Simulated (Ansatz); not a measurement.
A run of Ansatz 0.2.0 is set up as follows.

Contents of input.yaml:

```yaml
crystal:
  lattice:
    - [3.7029743866, 0.0, 0.0]
    - [-1.8514871933, 3.2068698884, 0.0]
    - [0.0, 0.0, 3.694211]
  atoms:
    - { symbol: Te, position: [0.6666666667, 0.3333333333, 0.0] }
    - { symbol: Nb, position: [0.0, 0.0, 0.5] }
hamiltonian:
  xc: pbe
  pseudopotentials: { kind: paw }
kpoints:
  mp_grid: { grid: [8, 8, 7] }
scf:
  occupations: { method: gaussian, width: 0.029 }
output:
  forces: true
  stress: true
  eigenvalues: true
```

Potentials or basis: Ansatz PAW.

The run is started by

```bash
$ ansatz run input.yaml --threads 2 --pin off --max-ram 5632MiB --backend cpu --events-out ev --progress --plain --runs-dir out
```

Q: What does it give for the band gap on the k mesh?

A: None (metal or under the smearing width).

Q: Estimate the pressure.

A: -0.6 GPa.

Stress tensor (GPa, compression positive):
```
-1.00  0.00  0.00
 0.00 -1.00  0.00
 0.00  0.00  0.12
```

Spin-orbit coupling is left out, which matters for the levels of Te.
